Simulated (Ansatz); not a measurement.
**Cs (sc type): how the settings move a single-point run**

Question: which choices in the input matter for Cs (sc type)?

Method: reference: DFT, PBEsol, PAW with Ansatz's default frozen-core files, scalar-relativistic, in Ansatz 0.2.0.

### Step 1. Starting point

It takes space group Pm-3m (No. 221, cubic). Conventional cell: a = 3.907 Å, b = 3.907 Å, c = 3.907 Å, α = 90.00°, β = 90.00°, γ = 90.00°. Around Cs (site symmetry m-3m) lie 6 Cs at 3.91 Å.

Structure file:

```
Cs
1.0
     3.90706    0.00000    0.00000
     0.00000    3.90706    0.00000
     0.00000    0.00000    3.90706
Cs
1
Direct
  0.00000 0.00000 0.00000
```

### Step 2. The reference run

Input file input.yaml:

```yaml
crystal:
  lattice:
    - [3.90706412, 0.0, 0.0]
    - [0.0, 3.90706412, 0.0]
    - [0.0, 0.0, 3.90706412]
  atoms:
    - { symbol: Cs, position: [0.0, 0.0, 0.0] }
kpoints:
  mp_grid: { grid: [8, 8, 8] }
scf:
  occupations: { method: fermi_dirac, width: 0.08 }
hamiltonian:
  xc: pbesol
  pseudopotentials: { kind: paw }
output:
  forces: true
  stress: true
  eigenvalues: true
  populations: true
  write_density: true
  write_potential: true
  elf: true
  volumetric_format: npy
```

The run is started by

```sh
$ ansatz run input.yaml --threads 1 --pin off --max-ram 2048MiB --backend cpu --events-out ev --progress --plain --runs-dir out
```

### Step 3. Variant: mp_grid.shift [0.5, 0.5, 0.5]

input.yaml: that of step 2 with these lines changed.

```diff
@@ -8,3 +8,3 @@
 kpoints:
-  mp_grid: { grid: [8, 8, 8] }
+  mp_grid: { grid: [8, 8, 8], shift: [0.5, 0.5, 0.5] }
 scf:
```

What does the calculation give? Wanted: for each run, ending; energy change; pressure; gap; force.

As calculated:

| run | ending | energy change | pressure (GPa) | gap (eV) | force (eV/Å) | cycles | time |
| --- | --- | --- | --- | --- | --- | --- | --- |
| reference | converged | 0 | 1.9 | 0.00 | 0.00 | 6 | 2.3 s |
| 1: mp_grid.shift [0.5, 0.5, 0.5] | converged | +1.0 meV/atom | 2.0 | 0.00 | 0.00 | 6 | 1.8 s |

Residual by cycle in the longest SCF loop of each run; runs are numbered as in the table. The quantity is the density residual dr2, in eV.

```
cycle  reference    run 1
    1    0.00226  0.00283
    2    0.00137  0.00172
    3     2.7e-4   3.5e-4
    4     7.0e-5   8.5e-5
    5     4.8e-7   1.2e-6
    6     1.8e-9   1.4e-8
```

**Reading.** Changing the k-point mesh moves the energy by +1.0 meV/atom. Sampling errors of the energy have no fixed sign.
